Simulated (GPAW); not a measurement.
Crystal: Ti3Se.

```
Se Ti
1.0
     3.19745    0.00000    0.00000
    -1.59872    2.76907    0.00000
     0.00000    0.00000    7.94275
Se Ti
1 3
Direct
  0.00000 0.00000 0.00000
  0.66667 0.33333 0.50000
  0.33333 0.66667 0.77290
  0.33333 0.66667 0.22710
```

The cell comes from a database or a generator and needn't be the stable form of this composition.

- Program: GPAW 26.7.0
- Task: relaxation of cell and atoms
- Functional: PBEsol
- Dispersion: D4
- Potentials or basis: PAW data sets generated in the run's folder for this functional
- Cutoff: 600 eV
- Basis: pw
- k mesh: 6 × 6 × 3
- Occupations: fermi-dirac, width 0.05 eV
- Spin: no spin polarisation

At the start: pressure -6.0 GPa; volume 17.58 Å³/atom.

Question: How do energy, volume and symmetry change on relaxing?

Answer: Over 7 steps the energy falls by 14.1 meV/atom and the volume is 16.67 Å³/atom (-5.2 %); space group P-6m2 (No. 187, to 0.05 Å).

The path:
```tsv
step	energy change (eV)	largest force (eV/Å)	pressure (GPa)	volume (Å³)
1	0.0000	0.0948	-6.03	70.32
2	-0.0157	0.0583	-5.27	69.83
3	-0.0540	0.1731	0.17	66.74
4	-0.0553	0.1356	-0.11	66.85
5	-0.0569	0.0428	-0.32	66.89
6	-0.0568	0.0026	-0.17	66.77
7	-0.0566	0.0082	-0.03	66.69
```

Final structure:
```yaml
crystal:
  lattice:
    - [3.14042, 0.00000, 0.00000]
    - [-1.57021, 2.71968, 0.00000]
    - [0.00000, 0.00000, 7.80833]
  atoms:
    - { symbol: Se, position: [0.00000, 0.00000, 0.00000] }
    - { symbol: Ti, position: [0.66667, 0.33333, 0.50000] }
    - { symbol: Ti, position: [0.33333, 0.66667, 0.77196] }
    - { symbol: Ti, position: [0.33333, 0.66667, 0.22804] }
```

Caveat: the k mesh is coarse (spacing up to 0.38 Å⁻¹), so the values aren't converged; later steps reuse the first step's grids; pairwise dispersion overbinds metals, which lowers pressure and volume.
